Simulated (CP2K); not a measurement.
CuF:

```
Cu F
1.0
     2.47101    0.00000    0.00000
     0.00000    2.47101    0.00000
     0.00000    0.00000    3.41650
Cu F
1 1
Cartesian
  0.0000 0.0000 0.0000
  1.2355 1.2355 1.7083
```

The cell was built by a generator and needn't be a form met in nature.

| Quantity | Value |
| --- | --- |
| Program | CP2K 2026.2 |
| Task | relaxation of cell and atoms |
| Functional | PBE |
| Dispersion | D3 |
| Potentials or basis | POTENTIAL_UZH Cu GTH-PBE-q11, F GTH-PBE-q7; DZVP-MOLOPT-PBE-GTH basis |
| Density cutoff | 10204 eV |
| k mesh | 8 × 8 × 6 |
| Occupations | fermi-dirac, width 0.05 eV |
| Spin | no spin polarisation |

At the start: pressure 2.3 GPa; volume 10.43 Å³/atom.

Where does the relaxation end?

Over 16 steps the energy falls by 91.6 meV/atom and the volume is 10.63 Å³/atom (+1.9 %); space group Pm-3m (No. 221, to 0.05 Å).

The path:
```tsv
step	energy change (eV)	largest force (eV/Å)	volume (Å³)
1	0.0000	0.0000	20.86
2	-0.0073	0.0000	20.92
3	-0.1031	0.0000	22.16
4	-0.1153	0.0000	22.51
5	-0.1220	0.0000	22.72
6	-0.1293	0.0000	22.83
7	-0.1442	0.0000	22.77
8	-0.1693	0.0000	22.31
9	-0.1780	0.0000	21.42
10	-0.1842	0.0000	21.74
11	-0.1863	0.0000	21.55
12	-0.1829	0.0000	21.28
13	-0.1831	0.0000	21.25
14	-0.1832	0.0000	21.25
15	-0.1832	0.0000	21.26
16	-0.1832	0.0000	21.26
```

Final structure:
```
CELL_PARAMETERS angstrom
2.77177 0.00000 0.00000
0.00000 2.77177 0.00000
0.00000 0.00000 2.76687
ATOMIC_POSITIONS crystal
Cu 0.00000 0.00000 0.00000
F 0.50000 0.50000 0.50000
```

Caveat: the basis of atomic orbitals isn't converged, which shifts pressures, moduli and gaps; the run has no spin polarisation, though such a crystal can be magnetic; pairwise dispersion overbinds metals, which lowers pressure and volume.
